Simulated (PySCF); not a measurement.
# C5H3NO: excited states, first hyperpolarisability

What do calculations give for the excited states, first hyperpolarisability of C5H3NO (`[C-]#[N+]c1ccco1`)?

Programs: PySCF 2.14.0, with routines of our own; each step states its level. All values are computed. Atoms count from 0.

## Step 1: The system as given

10 atoms, charge 0, multiplicity 1; geometry from: GFN2-xTB.

## Step 2: Relaxing the molecule at PBE0-D3(BJ)/def2-SVP

What the job is given:

```
{"job": {"xc": "PBE0", "basis": "def2-SVP", "d3": "d3bj", "grid": 2, "kind": "geom"}, "charge": 0, "multiplicity": 1}
C      3.267673    -0.663876     0.036372
N      2.114707    -0.471465     0.030988
C      0.792601    -0.227443     0.019829
C      0.114551     0.947174    -0.181540
C     -1.253916     0.610739    -0.083269
C     -1.300484    -0.727468     0.167486
O     -0.066050    -1.246414     0.232352
H      0.545264     1.908059    -0.372957
H     -2.085014     1.277076    -0.185307
H     -2.120450    -1.401727     0.313518
```

On the command line:

```bash
$ OMP_NUM_THREADS=1 python excited_run.py task.json out
```

This one command runs all jobs of the session in turn.

Output:

```text
step   0  E = -321.63327862  max force = 0.022337
step   1  E = -321.63456064  max force = 0.004504
step   2  E = -321.63457648  max force = 0.001547
step   3  E = -321.63458689  max force = 0.002235
step   4  E = -321.63458954  max force = 0.001667
step   5  E = -321.63460153  max force = 0.000471
step   6  E = -321.63460357  max force = 0.000234
optimisation converged
```

Run time: 28 s. Hardware: 1 thread of Arm Neoverse V2, shared host; peak memory 0.6 GiB.

The steps of the relaxation:

| step | energy from step 0 (eV) | largest force component (eV/Å) |
| --- | --- | --- |
| 0 | 0.0000 | 1.1486 |
| 1 | -0.0349 | 0.2316 |
| 2 | -0.0353 | 0.0795 |
| 3 | -0.0356 | 0.1149 |
| 4 | -0.0357 | 0.0857 |
| 5 | -0.0360 | 0.0242 |
| 6 | -0.0361 | 0.0120 |

Close pairs (by a distance rule), those that changed most:

| bond | before (Å) | after (Å) | change (Å) |
| --- | --- | --- | --- |
| C4–H8 | 1.070 | 1.087 | +0.017 |
| C3–H7 | 1.070 | 1.087 | +0.016 |
| C5–H9 | 1.072 | 1.086 | +0.015 |
| C3–C4 | 1.413 | 1.426 | +0.013 |
| C0–N1 | 1.169 | 1.179 | +0.010 |
| N1–C2 | 1.344 | 1.352 | +0.008 |
| C5–O6 | 1.341 | 1.347 | +0.007 |
| C2–C3 | 1.371 | 1.368 | -0.003 |

The next job starts from the end point, and lists it.

| at the end point | value |
| --- | --- |
| point group (found at 0.08 Å tolerance) | Cs |
| rotational constants (GHz, main isotopes) | 9.278, 2.187, 1.770 |
| dipole moment (D) | 4.02 |

## Step 3: Excited states: TDA CAM-B3LYP/def2-TZVPD

What the job is given:

```
{"job": {"kind": "states", "xc": "CAM-B3LYP", "basis": "def2-TZVPD", "tda": true, "soc": true, "nstates": 6, "ntriplets": 5, "nquad": 4}, "charge": 0, "multiplicity": 1}
C      3.294449    -0.573549     0.045117
N      2.137322    -0.348394     0.033129
C      0.814760    -0.066549     0.014527
C      0.132983     1.102324    -0.188430
C     -1.246572     0.755409    -0.087476
C     -1.283117    -0.584595     0.166361
O     -0.035554    -1.089713     0.229645
H      0.574479     2.075730    -0.383516
H     -2.101826     1.419094    -0.190715
H     -2.092188    -1.293030     0.320765
```

Method: TDA CAM-B3LYP/def2-TZVPD excited states, vertical, gas phase, spin-orbit mean-field couplings.

Output:

```text
coarse grid: 9440 points
cycle   1  E = -322.1497945226  dE =  1.578e+00  |g| = 5.268e-01  |ddm| = 3.670e+00
cycle   2  E = -322.1409809937  dE =  8.814e-03  |g| = 6.158e-01  |ddm| = 9.025e-01
cycle   3  E = -322.2050138789  dE = -6.403e-02  |g| = 8.463e-02  |ddm| = 3.542e-01
cycle   4  E = -322.2058124081  dE = -7.985e-04  |g| = 5.602e-02  |ddm| = 9.635e-02
cycle   5  E = -322.2064522706  dE = -6.399e-04  |g| = 9.152e-03  |ddm| = 4.632e-02
cycle   6  E = -322.2064671601  dE = -1.489e-05  |g| = 4.818e-03  |ddm| = 1.333e-02
cycle   7  E = -322.2064719800  dE = -4.820e-06  |g| = 9.476e-04  |ddm| = 3.824e-03
final grid: 94360 points
cycle   8  E = -322.2013733684  dE = -3.392e-05  |g| = 3.722e-03  |ddm| = 2.411e-01
cycle   9  E = -322.2013720645  dE =  1.304e-06  |g| = 4.514e-03  |ddm| = 1.795e-02
cycle  10  E = -322.2013760566  dE = -3.992e-06  |g| = 7.357e-04  |ddm| = 3.658e-03
cycle  11  E = -322.2013761503  dE = -9.376e-08  |g| = 1.991e-04  |ddm| = 1.006e-03
cycle  12  E = -322.2013761585  dE = -8.175e-09  |g| = 7.568e-05  |ddm| = 4.232e-04
cycle  13  E = -322.2013761597  dE = -1.239e-09  |g| = 2.727e-05  |ddm| = 1.208e-04
cycle  14  E = -322.2013761599  dE = -1.390e-10  |g| = 8.345e-06  |ddm| = 3.123e-05
converged SCF energy = -322.2013761599

Singlet excitations
state   eV       nm        f     d(h-e)  d(exc)  Lambda  PR(NTO)  |dmu|/D   mu/D   main configurations
  1   5.7251   216.6   0.50723   0.898   3.011   0.768   1.166    2.328    6.238   H->L 0.92
  2   5.9128   209.7   0.00005   1.786   3.302   0.350   1.020    5.809    9.743   H->L+2 0.65, H->L+1 0.19, H->L+3 0.09
  3   6.3429   195.5   0.00656   0.382   3.846   0.321   1.040    2.195    2.252   H->L+1 0.75, H->L+2 0.15
  4   6.6789   185.6   0.01222   0.241   3.030   0.672   1.945    0.721    3.693   H->L+5 0.49, H-1->L 0.45
  5   6.9930   177.3   0.01744   1.244   4.049   0.276   1.083                     H->L+4 0.58, H->L+3 0.22, H->L+2 0.10
  6   7.1832   172.6   0.00153   1.241   4.271   0.273   1.016                     H->L+3 0.63, H->L+4 0.29

Triplet excitations (Tamm-Dancoff)
state   eV     d(h-e)  d(exc)  Lambda  PR(NTO)   main configurations
  1   3.4856   0.359   2.668   0.774   1.089   H->L 0.91
  2   5.0568   0.035   2.435   0.665   1.866   H->L+5 0.50, H-1->L 0.34
  3   5.5058   1.213   2.467   0.449   1.005   H-2->L 0.77, H-2->L+10 0.11
  4   5.6131   0.686   1.838   0.509   1.003   H-2->L+2 0.74, H-2->L+3 0.15
  5   5.6559   1.715   3.157   0.354   1.053   H->L+2 0.66, H->L+1 0.12, H->L+3 0.09
S1 - T1 = 2.2395 eV

Spin-orbit couplings |<S|Hso|T>| (cm-1)
             T1       T2       T3       T4       T5
S0        0.036    0.125   17.317   21.022    1.781
S1        0.020    0.087    1.395    0.822   10.803
S2        3.973    5.945    0.168    0.677    0.129
S3        2.486    1.424    0.063    0.205    0.014
S4        0.087    0.005    0.831    0.010    4.100
S5        0.389    3.328    0.061    0.295    0.941
S6        4.793    2.897    0.030    0.123    0.906
T1 sublevels (cm-1): 0.000 0.001 0.001   radiative rates (1/s): 0.0042 0.000641 0.106
```

Wall time 43 s (1 thread of Arm Neoverse V2, shared host); peak memory 1.1 GiB.

From this job:

| quantity | value |
| --- | --- |
| S1 less T1 | 2.24 eV |

## Step 4: Excited states: TDDFT CAM-B3LYP/def2-TZVPD

Settings changed since step 3:

```diff
@@ -1,2 +1,2 @@
-{"job": {"kind": "states", "xc": "CAM-B3LYP", "basis": "def2-TZVPD", "tda": true, "soc": true, "nstates": 6, "ntriplets": 5, "nquad": 4}, "charge": 0, "multiplicity": 1}
+{"job": {"kind": "states", "xc": "CAM-B3LYP", "basis": "def2-TZVPD", "tpa": true, "nstates": 8, "nquad": 6, "ntriplets": 0}, "charge": 0, "multiplicity": 1}
 C      3.294449    -0.573549     0.045117
```

Method: TDDFT CAM-B3LYP/def2-TZVPD excited states, vertical, gas phase, two-photon moments by quadratic response.

Output:

```text
coarse grid: 9440 points
cycle   1  E = -322.1497945226  dE =  1.578e+00  |g| = 5.268e-01  |ddm| = 3.670e+00
cycle   2  E = -322.1409809937  dE =  8.814e-03  |g| = 6.158e-01  |ddm| = 9.025e-01
cycle   3  E = -322.2050138789  dE = -6.403e-02  |g| = 8.463e-02  |ddm| = 3.542e-01
cycle   4  E = -322.2058124081  dE = -7.985e-04  |g| = 5.602e-02  |ddm| = 9.635e-02
cycle   5  E = -322.2064522706  dE = -6.399e-04  |g| = 9.152e-03  |ddm| = 4.632e-02
cycle   6  E = -322.2064671601  dE = -1.489e-05  |g| = 4.818e-03  |ddm| = 1.333e-02
cycle   7  E = -322.2064719800  dE = -4.820e-06  |g| = 9.476e-04  |ddm| = 3.824e-03
final grid: 94360 points
cycle   8  E = -322.2013733684  dE = -3.392e-05  |g| = 3.722e-03  |ddm| = 2.411e-01
cycle   9  E = -322.2013720645  dE =  1.304e-06  |g| = 4.514e-03  |ddm| = 1.795e-02
cycle  10  E = -322.2013760566  dE = -3.992e-06  |g| = 7.357e-04  |ddm| = 3.658e-03
cycle  11  E = -322.2013761503  dE = -9.376e-08  |g| = 1.991e-04  |ddm| = 1.006e-03
cycle  12  E = -322.2013761585  dE = -8.175e-09  |g| = 7.568e-05  |ddm| = 4.232e-04
cycle  13  E = -322.2013761597  dE = -1.239e-09  |g| = 2.727e-05  |ddm| = 1.208e-04
cycle  14  E = -322.2013761599  dE = -1.390e-10  |g| = 8.345e-06  |ddm| = 3.123e-05
converged SCF energy = -322.2013761599

Singlet excitations
state   eV       nm        f     d(h-e)  d(exc)  Lambda  PR(NTO)  |dmu|/D   mu/D   delta(TPA)   sigma/GM   main configurations
  1   5.4303   228.3   0.37119   0.780   2.955   0.763   1.209    2.033    5.956      149.27      1.613   H->L 0.96
  2   5.8979   210.2   0.00006   1.798   3.304   0.350   1.018    5.839    9.774        1.70      0.022   H->L+2 0.65, H->L+1 0.19, H->L+3 0.09
  3   6.3401   195.6   0.00625   0.388   3.850   0.321   1.038    2.204    2.230       40.71      0.600   H->L+1 0.76, H->L+2 0.14
  4   6.6041   187.7   0.00270   0.117   3.021   0.669   2.019    0.410    3.928      444.33      7.100   H->L+5 0.50, H-1->L 0.45
  5   6.9883   177.4   0.01583   1.261   4.052   0.277   1.083    5.882    2.356       81.27      1.454   H->L+4 0.58, H->L+3 0.22, H->L+2 0.10
  6   7.1815   172.6   0.00155   1.244   4.272   0.274   1.016    5.473    1.871       15.94      0.301   H->L+3 0.63, H->L+4 0.28
  7   7.2897   170.1   0.04768   1.803   3.095   0.466   1.044                                            H-2->L 0.91
  8   7.3382   169.0   0.23139   0.791   3.017   0.644   2.361                                            H->L+5 0.45, H-1->L 0.43
```

Run time: 54 s. Hardware: 1 thread of Arm Neoverse V2, shared host; peak memory 1.1 GiB.

## Step 5: First hyperpolarisability: quadratic response CAM-B3LYP/def2-TZVPD

Settings changed since step 4:

```diff
@@ -1,2 +1,2 @@
-{"job": {"kind": "states", "xc": "CAM-B3LYP", "basis": "def2-TZVPD", "tpa": true, "nstates": 8, "nquad": 6, "ntriplets": 0}, "charge": 0, "multiplicity": 1}
+{"job": {"kind": "beta", "xc": "CAM-B3LYP", "basis": "def2-TZVPD"}, "charge": 0, "multiplicity": 1}
 C      3.294449    -0.573549     0.045117
```

Level: quadratic response CAM-B3LYP/def2-TZVPD first hyperpolarisability, Taylor convention, gas phase.

Output:

```text
coarse grid: 9440 points
cycle   1  E = -322.1497945226  dE =  1.578e+00  |g| = 5.268e-01  |ddm| = 3.670e+00
cycle   2  E = -322.1409809937  dE =  8.814e-03  |g| = 6.158e-01  |ddm| = 9.025e-01
cycle   3  E = -322.2050138789  dE = -6.403e-02  |g| = 8.463e-02  |ddm| = 3.542e-01
cycle   4  E = -322.2058124081  dE = -7.985e-04  |g| = 5.602e-02  |ddm| = 9.635e-02
cycle   5  E = -322.2064522706  dE = -6.399e-04  |g| = 9.152e-03  |ddm| = 4.632e-02
cycle   6  E = -322.2064671601  dE = -1.489e-05  |g| = 4.818e-03  |ddm| = 1.333e-02
cycle   7  E = -322.2064719800  dE = -4.820e-06  |g| = 9.476e-04  |ddm| = 3.824e-03
final grid: 94360 points
cycle   8  E = -322.2013733684  dE = -3.392e-05  |g| = 3.722e-03  |ddm| = 2.411e-01
cycle   9  E = -322.2013720645  dE =  1.304e-06  |g| = 4.514e-03  |ddm| = 1.795e-02
cycle  10  E = -322.2013760566  dE = -3.992e-06  |g| = 7.357e-04  |ddm| = 3.658e-03
cycle  11  E = -322.2013761503  dE = -9.376e-08  |g| = 1.991e-04  |ddm| = 1.006e-03
cycle  12  E = -322.2013761585  dE = -8.175e-09  |g| = 7.568e-05  |ddm| = 4.232e-04
cycle  13  E = -322.2013761597  dE = -1.239e-09  |g| = 2.727e-05  |ddm| = 1.208e-04
cycle  14  E = -322.2013761599  dE = -1.390e-10  |g| = 8.345e-06  |ddm| = 3.123e-05
converged SCF energy = -322.2013761599

Lowest singlets (eV, f): 5.4303 0.3712  5.8979 0.0001  6.3401 0.0063

First hyperpolarisability (au)
process     nm      |vector|   parallel      HRS      DR
static         -      329.44     193.48     158.18   3.415
shg       1907.0      354.99     208.72     169.98   3.439
eope      1907.0      337.61     198.36          -       -
shg       1064.0      424.84     250.35     201.99   3.506
eope      1064.0      356.92     209.87          -       -
```

It took 40 s on 1 thread of Arm Neoverse V2, shared host; peak memory 1 GiB.

## Step 6: Summary of results

```
                                                  quantity                                                value
                                               point group                                                   Cs
                      rotational constants (main isotopes)                                 9.28, 2.19, 1.77 GHz
             S1 less T1 (step 3, TDA CAM-B3LYP/def2-TZVPD)                                              2.24 eV
β vector (step 5, quadratic response CAM-B3LYP/def2-TZVPD)  static 329, SHG 1907.0 nm 355, SHG 1064.0 nm 425 au
```

**Reading.** Over 6 steps the energy fell by 0.036 eV; of the close pairs, C4–H8 changed most, 1.070 to 1.087 Å. In step 3, the number of triplets below S1 is at least 5, and the largest singlet-triplet spin-orbit coupling is S0–T4, 21.02 cm⁻¹. β grows from 329 au (static) to 425 au for doubling at 1064.0 nm: normal dispersion, which grows as twice the photon energy moves toward the bright states.
